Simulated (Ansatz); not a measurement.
# WB2: the cost of one run

Computed with Ansatz 0.2.0 (DFT PBEsol, scalar-relativistic, plane waves, PAW, unless a step's input says otherwise).

2 further runs of the same task are left out: 1 that didn't finish, 1 set aside as unsound or not needed.

## Step 1: The structure to begin with

Symmetry: P6/mmm, No. 191, hexagonal system. The conventional cell has a = 3.020 Å, b = 3.020 Å, c = 3.050 Å, α = 90.00°, β = 90.00°, γ = 120.00°. B (site symmetry -6m2) has 3 B at 1.74 Å and 6 W at 2.32 Å as nearest neighbours. W (site symmetry 6/mmm) is surrounded by 12 B at 2.32 Å.

Structure file:

```cif
data_structure
_symmetry_space_group_name_H-M 'P 1'
_symmetry_Int_Tables_number 1
_cell_length_a 3.0200
_cell_length_b 3.0200
_cell_length_c 3.0500
_cell_angle_alpha 90.000
_cell_angle_beta 90.000
_cell_angle_gamma 120.000
_cell_volume 24.09
loop_
_atom_site_label
_atom_site_type_symbol
_atom_site_fract_x
_atom_site_fract_y
_atom_site_fract_z
_atom_site_occupancy
B1 B 0.33333 0.66667 0.50000 1
B2 B 0.66667 0.33333 0.50000 1
W1 W 0.00000 0.00000 0.00000 1
```

The cell is the deposited one, not relaxed. At PBEsol, an earlier run found 29.67 GPa for this cell of 8.030 Å³/atom (14×14×12 mesh), no gap. The cell is compressed at this level.

## Step 2: Bands on a fine mesh, Fermi surface

Input file input.yaml:

```yaml
crystal:
  lattice:
    - [3.0199996719, 0.0, 0.0]
    - [-1.509999836, 2.6153964353, 0.0]
    - [0.0, 0.0, 3.049998234]
  atoms:
    - { symbol: B, position: [0.3333333333, 0.6666666667, 0.5] }
    - { symbol: B, position: [0.6666666667, 0.3333333333, 0.5] }
    - { symbol: W, position: [0.0, 0.0, 0.0] }
basis:
  ecutwfc: 420
  ecutrho_ratio: 4
kpoints:
  mp_grid: { grid: [14, 14, 12] }
hamiltonian:
  xc: pbesol
scf:
  occupations: { method: gaussian, width: 0.05 }
output:
  forces: true
  stress: true
  eigenvalues: true
  eigenstates:
    nscf_kmesh: { grid: [22, 22, 20] }
    de_dk: true
    e_range: [-2.5, 2.5]
  write_density: true
  write_potential: true
  elf: true
  volumetric_format: npy
```

Started as:

```sh
ansatz run input.yaml --threads 4 --pin off --max-ram 9216MiB --backend cpu --events-out ev --progress --plain --runs-dir out
```

Q: Estimate wall time and peak memory on 4 threads of AMD EPYC (Zen 3), shared host.

About 5.5 s, with a peak of 0.44 GiB.
